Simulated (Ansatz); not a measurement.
**BrClH5NSi (built from SMILES Br.N[SiH2]Cl): search for a transition state**

Is there a first-order saddle for this four-centre ligand exchange, which should form Si1–Br7, N2–H6 and break Si1–N2, H6–Br7, and which two structures does it connect?

The runs use Ansatz 0.2.0, Gaussian basis; PBE0-D4, def2-SVP first, then def2-TZVP.

152 further runs of the same task are left out: 152 set aside as unsound or not needed. Runs told in other sessions of the task aren't counted.

## 1. Starting geometry

The guess: 9 atoms, charge 0, spin multiplicity 1.

Atoms are counted from 1 here; the program's logs count them from 0.

Bond lengths: Si1–N2 1.842 Å, Si1–H3 1.446 Å, Si1–H4 1.445 Å, Si1–Cl5 2.029 Å, N2–H6 1.170 Å, N2–H8 1.017 Å, N2–H9 1.017 Å. Angles: N2–Si1–H3 106.2°, N2–Si1–H4 106.1°, N2–Si1–Cl5 102.2°, H3–Si1–H4 124.6°, H3–Si1–Cl5 107.8°, H4–Si1–Cl5 107.8°, Si1–N2–H6 97.6°, Si1–N2–H8 114.8°, Si1–N2–H9 114.8°, H6–N2–H8 110.7°, H6–N2–H9 110.7°, H8–N2–H9 108.0°.

As a file:

```
Si   -0.7162    0.1635   -0.6299
N     0.4702   -0.5992    0.5547
H    -1.5202    1.0836    0.1425
H     0.0575    0.5271   -1.7955
Cl   -1.8906   -1.4131   -1.1334
H     1.0955    0.3615    0.7878
Br    1.3936    2.1689    0.5121
H     1.0616   -1.3248    0.1584
H     0.0487   -0.9673    1.4033
```

Distances that are to change: Si1–Br7 3.13 Å, N2–H6 1.17 Å, Si1–N2 1.84 Å, H6–Br7 1.85 Å.

## 2. Constrained relaxation of the guess

hold/in.yaml

```yaml
crystal:
  periodic: [false, false, false]
  atoms:
    - {symbol: Si, position_ang: [-0.716200, 0.163500, -0.629900]}
    - {symbol: N, position_ang: [0.470200, -0.599200, 0.554700]}
    - {symbol: H, position_ang: [-1.520200, 1.083600, 0.142500]}
    - {symbol: H, position_ang: [0.057500, 0.527100, -1.795500]}
    - {symbol: Cl, position_ang: [-1.890600, -1.413100, -1.133400]}
    - {symbol: H, position_ang: [1.095500, 0.361500, 0.787800]}
    - {symbol: Br, position_ang: [1.393600, 2.168900, 0.512100]}
    - {symbol: H, position_ang: [1.061600, -1.324800, 0.158400]}
    - {symbol: H, position_ang: [0.048700, -0.967300, 1.403300]}
basis:
  gaussian: {orbitals: def2-SVP}
hamiltonian: {xc: pbe0, dispersion: d4}
relax: {f_tol: 0.04, max_steps: 150, escape_saddle: false, constraints: [{distance: [0, 6]}, {distance: [1, 5]}, {distance: [0, 1]}, {distance: [5, 6]}]}
```

Run with:

```
> ansatz run in.yaml --threads 8 --pin off --events-out ev --progress --plain --max-ram 19148MiB
```

Further steps of the session: A starting Hessian; Saddle search in the small basis; Saddle search in triple zeta; Checking the order of the point; Relaxing after a step of 0.30 Å one way along the mode; Relaxing after a step of 0.30 Å the other way along the mode.

Before running it: what results should come out? Wanted: imaginary mode; barrier from the start side; barrier from the end side; energy of the step; pairs that change; zero-point energy at the saddle.

As calculated:

```
                       quantity                                        value
                 imaginary mode                                    129i cm⁻¹
    barrier from the start side                                 2.6 kcal/mol
      barrier from the end side                                 7.0 kcal/mol
             energy of the step                                -4.4 kcal/mol
              pairs that change  Si1–Br7 formed, N2–H6 formed, H6–Br7 broken
zero-point energy at the saddle                                     1.468 eV
```

**Reading.** One imaginary mode, 129i cm⁻¹, makes this a first-order saddle. It joins the planned start and end. At PBE0-D4/def2-TZVP the electronic barrier is 2.6 kcal/mol, about 4 kT at 298 K, and the step runs 4.4 kcal/mol downhill. A step off the saddle overshot and began above it in energy, so the link to its end is likely but not proven. Lower complexes than these ends may exist.
